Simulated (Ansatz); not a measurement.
# AlBF3: harmonic frequencies at the relaxed geometry

A script is to give harmonic frequencies at the relaxed geometry; the system is AlBF3. SMILES: F[Al]B(F)F.

Computed with Ansatz 0.2.0, driven from Python. Level of theory: r2SCAN/6-31G*.

### Step 1. The structure

Bond lengths: F1–Al2 1.801 Å, Al2–B3 2.065 Å, B3–F4 1.444 Å, B3–F5 1.444 Å. Angles: F1–Al2–B3 120.0°, Al2–B3–F4 120.0°, Al2–B3–F5 120.0°, F4–B3–F5 120.0°.

The script holds or builds the structure itself.

### Step 2. The code

File run_freq.py:

```python
# -*- coding: utf-8 -*-
"""Vibrations and zero-point energy of AlBF3."""

import itertools
import logging
import sys

import ansatz
from ase import Atoms
from ase.data import atomic_numbers, covalent_radii
import numpy as np

logging.basicConfig(stream=sys.stdout, format="[%(levelname)s] %(message)s")
log = logging.getLogger("ansatz_job")
log.setLevel(logging.INFO)

atoms = Atoms(["F", "Al", "B", "F", "F"], positions=[
    (2.5014, 0.5669, 0.1715),
    (1.1957, -0.6734, 0.1774),
    (-0.7734, -0.0986, -0.0608),
    (-1.1022, 1.2973, -0.2318),
    (-1.8215, -1.0922, -0.0563),
])
mol = ansatz.Crystal.molecule_from_ase(atoms)

job = mol.calculation().basis(gaussian="6-31G*").functional("r2scan").spin("collinear", total=1)
symbols = [site.symbol for site in mol.cartesian_sites]
start = np.array([site.position_ang for site in mol.cartesian_sites], dtype=float)
r = job.relax(force_tolerance=0.003).run(threads=1).report
end = np.array(r["positions_ang"])

# pairs closer than 1.2 times the sum of covalent radii, before or after
radius = [covalent_radii[atomic_numbers[s]] for s in symbols]
span = lambda where, i, j: np.linalg.norm(where[i] - where[j])
bonded = [(i, j) for i, j in itertools.combinations(range(len(symbols)), 2) if min(span(start, i, j), span(end, i, j)) < 1.2 * (radius[i] + radius[j])]
log.info("pair        before    after (A)")
for i, j in bonded:
    print(f"{symbols[i]}{i}-{symbols[j]}{j}".ljust(10), f"{span(start, i, j):8.4f} {span(end, i, j):8.4f}")
for first, second in list(itertools.combinations(bonded, 2)):
    shared = set(first) & set(second)
    if shared and symbols[(j := shared.pop())] != "H":
        i, k = sorted((set(first) | set(second)) - {j})
        u, v = end[i] - end[j], end[k] - end[j]
        angle = np.degrees(np.arccos(np.clip(u @ v / np.linalg.norm(u) / np.linalg.norm(v), -1, 1)))
        log.info(f"final angle {symbols[i]}{i}-{symbols[j]}{j}-{symbols[k]}{k}: {angle:.2f} deg")

# same settings at the minimum
minimum = ansatz.Crystal.molecule()
for symbol, place in zip(symbols, end):
    minimum = minimum.atom(symbol, place.tolist())
vibrating = (
    minimum.calculation()
    .basis(gaussian="6-31G*")
    .functional("r2scan")
    .spin("collinear", total=1)  # two spin channels
    .phonons(temperatures=(298.15, 498.15, 100))
)
vib = vibrating.run(threads=1).report["vibrations"]
sums = vib["harmonic_sums"]
modes = [m["omega_inv_cm"] for m in sums["modes_at_gamma"] if m["rigid_motion"] == "no"]
print("frequencies (1/cm):", " ".join(f"{w:.0f}" for w in modes))
print("imaginary modes:", sum(w < 0 for w in modes), " zero-point energy:", round(sums["zero_point_energy_ev"], 4), "eV")
log.info("T (K)   F_vib (eV)   S_vib (meV/K)   C_vib (meV/K)")
for row in zip(sums["temperatures_k"], sums["vibrational_free_energy_ev"], vib["entropy_ev_per_k"], vib["heat_capacity_ev_per_k"]):
    log.info(f"{row[0]:6.1f} {row[1]:11.4f} {1000 * row[2]:13.4f} {1000 * row[3]:15.4f}")
```

### Step 3. The input behind the calls

The package turns the script's settings into the engine's input (first run):

```yaml
crystal:
  periodic: [false, false, false]
  atoms:
    - { symbol: F, position_ang: [2.5014, 0.5669, 0.1715] }
    - { symbol: Al, position_ang: [1.1957, -0.6734, 0.1774] }
    - { symbol: B, position_ang: [-0.7734, -0.0986, -0.0608] }
    - { symbol: F, position_ang: [-1.1022, 1.2973, -0.2318] }
    - { symbol: F, position_ang: [-1.8215, -1.0922, -0.0563] }
basis:
  gaussian:
    orbitals: "6-31G*"
hamiltonian:
  xc: r2scan
magnetization:
  spin_polarized: true
  initial_magnetization: 1.0
relax:
  f_tol: 0.003
```

### Step 4. The run

Launch:

```bash
python run_freq.py
```

**Question.** What results will this script give? Wanted: moves of the relaxation of run 1; energy gained in run 1; last largest force component of run 1; highest frequency; imaginary modes; zero-point energy.

The runs gave:

| quantity | value |
| --- | --- |
| runs compared | 2 |
| moves of the relaxation of run 1 | 17 |
| energy gained in run 1 | 0.922 eV |
| last largest force component of run 1 | 0.0018 eV/Å |
| highest frequency | 1356 cm⁻¹ |
| imaginary modes | 0 |
| zero-point energy | 0.315 eV |

**Reading.** Run 1: The relaxation took 17 moves; the largest shift is 0.714 Å, of atom 2 (Al). All frequencies are real, so the geometry is a minimum. The values are harmonic; measured fundamentals also hold anharmonic shifts, mostly downward for stretches. The frequencies are harmonic and unscaled, in a modest basis. The run takes the species as open-shell (spin multiplicity 2), which needn't be its ground state.
